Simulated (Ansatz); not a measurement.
# AlRu, space group Pm-3m: a phonon calculation by finite displacements

Computed with Ansatz 0.2.0 through its Python package.

Typed at the interpreter:
```pycon
>>> from pathlib import Path
>>> import ansatz as az
>>> from ase import Atoms
>>> import numpy as np
>>> atoms = Atoms(
...     ["Al", "Ru"],
...     scaled_positions=[
...         (0.0, 0.0, 0.0),
...         (0.5, 0.5, 0.5),
...     ],
...     cell=[
...         (2.9916, 0.0, 0.0),
...         (0.0, 2.9916, 0.0),
...         (0.0, 0.0, 2.9916),
...     ],
...     pbc=True,
... )
>>> alru = az.Crystal.from_ase(atoms)
>>> path = [
...     ("G", (0.0, 0.0, 0.0)),
...     ("X", (0.0, 0.5, 0.0)),
...     ("M", (0.5, 0.5, 0.0)),
...     ("G", (0.0, 0.0, 0.0)),
...     ("R", (0.5, 0.5, 0.5)),
... ]
>>> # the k mesh has to be a multiple of the supercell
>>> setup = (
...     alru.calculation()
...     .functional("pbesol", dispersion="d4")
...     .basis(20 * az.Ha, xc_grid=2)
...     .occupations("cold", width=0.3)  # the run then minimises F = E - TS
...     .mixing("msr1", preconditioner="kerker")
...     .scf(tolerance=1e-05)
...     .kpoints(10, 10, 10)  # sampling of the Brillouin zone
...     .phonons("fd", supercell=2, amplitude=0.03, path=[q for _, q in path], intervals=6)
... )
>>> done = setup.run(threads=1, runs_dir="phonon_runs")

>>> folder = Path(done.output_folder) / "results"
>>> ph = done.phonons
>>> for mode, w in enumerate(ph.gamma_omega_inv_cm, start=1):
...     print(f"Gamma mode {mode:2d}: {w:8.1f} 1/cm  {w / 33.35641:7.3f} THz")
...
Gamma mode  1:      0.0 1/cm    0.000 THz
Gamma mode  2:      0.0 1/cm    0.000 THz
Gamma mode  3:      0.0 1/cm    0.000 THz
Gamma mode  4:    312.2 1/cm    9.360 THz
Gamma mode  5:    312.2 1/cm    9.360 THz
Gamma mode  6:    312.2 1/cm    9.360 THz
>>> print(f"{ph.n_members} displaced supercells, sum-rule residual {ph.asr_residual_pre_ev_ang2:.1e} eV/A^2")
2 displaced supercells, sum-rule residual 1.4e-03 eV/A^2
>>> table = np.loadtxt(folder / "phbands.tsv", comments="#")
>>> n_modes = len(ph.gamma_omega_inv_cm)
>>> omega = table[:, 1 : 1 + n_modes]
>>> print("q distance and wavenumbers (1/cm)")
q distance and wavenumbers (1/cm)
>>> for row in table[::2]:
...     print(f"{row[0]:7.3f}", " ".join(f"{v:7.1f}" for v in row[1 : 1 + n_modes]))
...
  0.000     0.0     0.0     0.0   312.2   312.2   312.2
  0.350    73.4    73.4   102.2   307.4   307.4   318.1
  0.700   132.9   132.9   179.0   295.1   295.1   328.4
  1.050   158.2   158.2   208.3   286.6   286.6   332.6
  1.400   147.3   166.5   177.5   283.6   309.9   336.9
  1.750   121.4   129.5   181.9   277.5   338.8   345.5
  2.100   105.6   105.6   189.2   274.5   349.9   349.9
  2.595   103.1   161.2   169.7   282.8   322.9   345.8
  3.090    70.8   101.1   147.8   300.5   302.9   327.3
  3.585     0.0     0.0     0.0   312.2   312.2   312.2
  4.192   100.8   100.8   165.0   292.8   320.6   320.6
  4.798   148.0   164.6   164.6   326.9   326.9   334.7
  5.404   180.4   180.4   180.4   338.1   338.1   338.1
>>> # a negative number stands for an imaginary frequency
>>> print(f"lowest {omega.min():.1f}, highest {omega.max():.1f} 1/cm on the path;", "unstable" if omega.min() < -10 else "no imaginary branch")
lowest 0.0, highest 349.9 1/cm on the path; no imaginary branch
```

Reading the output:
- These settings explore the input space; cutoff and mesh may be short of convergence.
- The cell isn't relaxed first, so the values belong to this volume.
- Dispersion corrections can be off by several per cent in the lattices of metals, and by several GPa in the pressure at a fixed cell.
- The mesh is modest for a metal, so energies can be off by several to tens of meV an atom and pressures by half a GPa or more; differences at equal mesh fare better.
- The structure is a deposited one; some such entries were measured under pressure or heat, so a shift against it needn't be the functional's error alone.
- The structure is taken as given and the supercell is small; imaginary modes can come from an unrelaxed or unstable start. Phonons of metals also depend on mesh and smearing.
- Timing: 110 s on 1 thread of Arm Neoverse V2, with other jobs on the host, peak memory 0.86 GiB.

(Lines on the test bed's own set-up are left out of the output.)
